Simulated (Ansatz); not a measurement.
**CH₄AlFOS: basis-set convergence**

One table from this session's results is given with a row withheld; the runs are named, their logs left out.

Program: Ansatz 0.2.0, Gaussian basis. Level of theory: one geometry, several basis sets. These are calculated values, not measurements.

Levels to be run: PBE0-D4/def2-SVP; ωB97M-V/def2-SVP; PBE0-D4/def2-QZVPP; ωB97M-V/def2-QZVPP; the functionals' def2-TZVPP values are taken from earlier runs.

## The relaxed structure

All runs share one geometry, relaxed beforehand with PBE0-D4 in a triple-zeta def2 set.

SMILES `C[O][Al]([F])[SH]`, 9 atoms, charge 0, spin multiplicity 1.

Atoms are counted from 1 here; the program's logs count them from 0.

Bond lengths: C1–O2 1.396 Å, C1–H6 1.097 Å, C1–H7 1.094 Å, C1–H8 1.094 Å, O2–Al3 1.667 Å, Al3–F4 1.639 Å, Al3–S5 2.167 Å, S5–H9 1.345 Å. Angles: O2–C1–H6 112.7°, O2–C1–H7 110.0°, O2–C1–H8 110.0°, H6–C1–H7 107.9°, H6–C1–H8 108.0°, H7–C1–H8 108.1°, C1–O2–Al3 139.1°, O2–Al3–F4 118.6°, O2–Al3–S5 124.1°, F4–Al3–S5 117.3°, Al3–S5–H9 92.3°.

The first run:

The input, in.yaml:

```yaml
crystal:
  periodic: [false, false, false]
  atoms:
    - {symbol: C, position_ang: [-0.379935, -1.413553, 0.123976]}
    - {symbol: O, position_ang: [0.379790, -0.533368, -0.648159]}
    - {symbol: Al, position_ang: [0.762085, 1.088812, -0.700349]}
    - {symbol: F, position_ang: [1.761620, 1.622126, -1.885281]}
    - {symbol: S, position_ang: [0.019771, 2.558597, 0.708074]}
    - {symbol: H, position_ang: [-0.867794, -0.917935, 0.972899]}
    - {symbol: H, position_ang: [0.258147, -2.209472, 0.519489]}
    - {symbol: H, position_ang: [-1.158695, -1.875120, -0.490593]}
    - {symbol: H, position_ang: [-0.686489, 1.633811, 1.382944]}
basis:
  gaussian: {orbitals: def2-SVP}
hamiltonian: {xc: pbe0, dispersion: d4}
output: {orbitals: {seedname: orbitals}}
```

Steps of the session up to this table: PBE0-D4 in def2-SVP; ωB97M-V in def2-SVP; PBE0-D4 in def2-QZVPP; ωB97M-V in def2-QZVPP.

One table of the session follows, with a row left open; its other results are not shown here.

It belongs to the step «Functionals by basis». 

| functional | basis | HOMO (eV) |
| --- | --- | --- |
| PBE0-D4 | def2-SVP | ? |
| PBE0-D4 | def2-TZVPP | -7.97 |
| PBE0-D4 | def2-QZVPP | -8.00 |
| ωB97M-V | def2-SVP | -9.96 |
| ωB97M-V | def2-TZVPP | -10.16 |
| ωB97M-V | def2-QZVPP | -10.20 |

Q: Estimate the row for PBE0-D4, def2-SVP from the others.

**Answer.** HOMO (eV): -7.81. In the column «HOMO (eV)» it is the highest.
